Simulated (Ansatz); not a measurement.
# H₈NO₂ScSi₂: small, medium and large basis sets

One table from this session's results is given with a row withheld; the runs are named, their logs left out.

Computed with Ansatz 0.2.0, Gaussian basis. Level: one geometry, several basis sets.

Levels to be run: PBE0-D4/def2-SVP; ωB97M-V/def2-SVP; PBE0-D4/def2-QZVPP; ωB97M-V/def2-QZVPP; the functionals' def2-TZVPP values are taken from earlier runs.

### The geometry

The geometry comes from an earlier relaxation with PBE0-D4 in a triple-zeta def2 set; it is a stationary point, not always the lowest conformer.

SMILES `[NH2][Sc]([O][SiH3])[O][SiH3]`, 14 atoms, charge 0, spin multiplicity 1.

Atoms are counted from 1 here; the program's logs count them from 0.

Bond lengths: N1–Sc2 1.975 Å, N1–H7 1.012 Å, N1–H8 1.012 Å, Sc2–O3 1.898 Å, Sc2–O5 1.898 Å, O3–Si4 1.627 Å, Si4–H9 1.490 Å, Si4–H10 1.490 Å, Si4–H11 1.490 Å, O5–Si6 1.627 Å, Si6–H12 1.490 Å, Si6–H13 1.490 Å, Si6–H14 1.490 Å. Angles: Sc2–N1–H7 126.2°, Sc2–N1–H8 126.4°, H7–N1–H8 107.4°, N1–Sc2–O3 118.0°, N1–Sc2–O5 117.9°, O3–Sc2–O5 124.2°, Sc2–O3–Si4 176.0°, O3–Si4–H9 110.9°, O3–Si4–H10 110.5°, O3–Si4–H11 110.5°, H9–Si4–H10 108.3°, H9–Si4–H11 108.2°, H10–Si4–H11 108.3°, Sc2–O5–Si6 176.0°, O5–Si6–H12 110.6°, O5–Si6–H13 110.9°, O5–Si6–H14 110.5°, H12–Si6–H13 108.2° and more.

Set-up of the first run:

in.yaml reads:

```yaml
crystal:
  periodic: [false, false, false]
  atoms:
    - {symbol: N, position_ang: [-1.715397, -2.084573, 0.238008]}
    - {symbol: Sc, position_ang: [-0.464726, -0.565944, 0.064918]}
    - {symbol: O, position_ang: [1.366731, -0.952638, -0.251536]}
    - {symbol: Si, position_ang: [2.957299, -1.173759, -0.512894]}
    - {symbol: O, position_ang: [-1.171239, 1.188676, 0.225287]}
    - {symbol: Si, position_ang: [-1.675052, 2.731785, 0.335138]}
    - {symbol: H, position_ang: [-2.711579, -2.023127, 0.407308]}
    - {symbol: H, position_ang: [-1.479183, -3.066947, 0.174603]}
    - {symbol: H, position_ang: [3.634496, 0.122351, -0.797265]}
    - {symbol: H, position_ang: [3.601679, -1.785854, 0.682527]}
    - {symbol: H, position_ang: [3.174684, -2.077848, -1.676617]}
    - {symbol: H, position_ang: [-2.774065, 2.854316, 1.333205]}
    - {symbol: H, position_ang: [-0.560387, 3.624680, 0.758634]}
    - {symbol: H, position_ang: [-2.183262, 3.208882, -0.981327]}
basis:
  gaussian: {orbitals: def2-SVP}
hamiltonian: {xc: pbe0, dispersion: d4}
output: {orbitals: {seedname: orbitals}}
```

Launch:

```sh
$ ansatz run in.yaml --threads 2 --pin off --events-out ev --progress --plain --max-ram 32768MiB --backend cpu
```

Steps of the session up to this table: PBE0-D4 in def2-SVP; ωB97M-V in def2-SVP; PBE0-D4 in def2-QZVPP; ωB97M-V in def2-QZVPP.

One table of the session follows, with a row left open; its other results are not shown here.

It belongs to the step «Functionals by basis». 

```
functional       basis  HOMO (eV)  LUMO (eV)
   PBE0-D4    def2-SVP      -7.05      -1.61
   PBE0-D4  def2-TZVPP      -7.36      -1.79
   PBE0-D4  def2-QZVPP      -7.37      -1.80
   ωB97M-V    def2-SVP      -9.43      -0.20
   ωB97M-V  def2-TZVPP      -9.75      -0.34
   ωB97M-V  def2-QZVPP          ?          ?
```

Q: Estimate the row for ωB97M-V, def2-QZVPP from the others.

As computed: HOMO (eV): -9.76; LUMO (eV): -0.40. In the column «HOMO (eV)» it is the lowest.
